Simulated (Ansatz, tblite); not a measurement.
# [NbF6]-: a ladder of methods and basis sets

How do method and basis change the picture of [NbF6]- (singlet)?

Program: Ansatz 0.2.0, Gaussian basis. Level of theory: as each input shows. These are calculated values, not measurements.

Plan: GFN1-xTB, GFN2-xTB, PBE-D4/def2-TZVPD, r2SCAN-D4/def2-TZVPD, LC-ωPBE/def2-TZVPD, ωB97M-V/def2-TZVPD, B97M-V/def2-TZVPD, PBE-D4/def2-SVPD, PBE0-D4/def2-SVPD, CCSD(T)/def2-SVPD, MP2/def2-TZVPD, RPA/def2-TZVPD.

3 further runs of the same task are left out: 3 set aside as unsound or not needed. Runs told in other sessions of the task aren't counted.

## (1) The relaxed structure

The singlet was relaxed beforehand with PBE0-D4/def2-SVPD.

7 atoms, charge -1, spin multiplicity 1.

Bond lengths: Nb1–F2 1.905 Å, Nb1–F3 1.905 Å, Nb1–F4 1.905 Å, Nb1–F5 1.905 Å, Nb1–F6 1.905 Å, Nb1–F7 1.905 Å. Angles: F2–Nb1–F3 180.0°, F2–Nb1–F4 90.0°, F2–Nb1–F5 90.0°, F2–Nb1–F6 90.0°, F2–Nb1–F7 90.0°, F3–Nb1–F4 90.0°, F3–Nb1–F5 90.0°, F3–Nb1–F6 90.0°, F3–Nb1–F7 90.0°, F4–Nb1–F5 180.0°, F4–Nb1–F6 90.0°, F4–Nb1–F7 90.0°, F5–Nb1–F6 90.0°, F5–Nb1–F7 90.0°, F6–Nb1–F7 180.0°.

Formally the metal is d0. Nb takes a core potential in the def2 sets. No spin-orbit coupling is included. The ion is computed in the gas phase, without counter-ions or solvent.

PBE0-D4/def2-TZVPD was run before; its log isn't repeated, and its numbers join the tables.

## (2) GFN1-xTB

Tight binding, by tblite at 300 K electronic temperature and without a spin-polarisation term:

```python
tblite.interface.Calculator('GFN1-xTB', numbers, positions, charge=-1, uhf=0).singlepoint()
```

Energy -905.2859 eV, HOMO -7.93 eV, LUMO -4.75 eV; 0.005 s.

## (3) GFN2-xTB

Tight binding, by tblite at 300 K electronic temperature and without a spin-polarisation term:

```python
tblite.interface.Calculator('GFN2-xTB', numbers, positions, charge=-1, uhf=0).singlepoint()
```

Energy -840.3498 eV, HOMO -9.19 eV, LUMO -4.92 eV; 0.004 s.

## (4) PBE-D4/def2-TZVPD

start.molden holds the orbitals of an earlier run on this state, given as this run's starting guess.

The input, in.yaml:

```yaml
crystal:
  periodic: [false, false, false]
  atoms:
    - {symbol: Nb, position_ang: [-0.000034, 0.000030, -0.000012]}
    - {symbol: F, position_ang: [-0.016905, -0.009035, 1.904754]}
    - {symbol: F, position_ang: [0.016992, 0.008984, -1.904779]}
    - {symbol: F, position_ang: [1.904747, 0.005032, 0.017034]}
    - {symbol: F, position_ang: [-1.904822, -0.005057, -0.016817]}
    - {symbol: F, position_ang: [-0.005130, 1.904864, 0.008818]}
    - {symbol: F, position_ang: [0.005152, -1.904807, -0.008998]}
basis:
  gaussian: {orbitals: def2-TZVPD, initial_orbitals: start.molden}
total_charge: -1
hamiltonian: {xc: pbe, dispersion: d4}
scf: {omitted_lower_state_checks: [starts]}
output: {orbitals: {seedname: orbitals}}
```

Launch:

```
> ansatz run in.yaml --threads 4 --pin off --events-out ev --progress --plain --max-ram 4787MiB
```

After this run come: r2SCAN-D4/def2-TZVPD; LC-ωPBE/def2-TZVPD; ωB97M-V/def2-TZVPD; B97M-V/def2-TZVPD; PBE-D4/def2-SVPD; PBE0-D4/def2-SVPD; CCSD(T)/def2-SVPD; MP2/def2-TZVPD; RPA/def2-TZVPD.

Before running them: what should the planned runs give, taken together? Wanted: gap in def2-TZVPD, named functionals, smallest and largest; correlation energy, CCSD(T)/def2-SVPD; correlation energy, MP2/def2-TZVPD; PBE0 total energy, smallest basis above largest.

**Answer**, as computed:

| quantity | value |
| --- | --- |
| gap in def2-TZVPD, named functionals, smallest and largest | 5.86 eV (PBE-D4), 13.83 eV (LC-ωPBE) |
| correlation energy, CCSD(T)/def2-SVPD | -43.12 eV |
| correlation energy, MP2/def2-TZVPD | -53.17 eV |
| PBE0 total energy, smallest basis above largest | 19.17 eV (def2-SVPD, def2-TZVPD) |

**Reading.** Orbital gaps of the named functionals in def2-TZVPD span 5.86 eV (PBE-D4) to 13.83 eV (LC-ωPBE); exact exchange widens it.
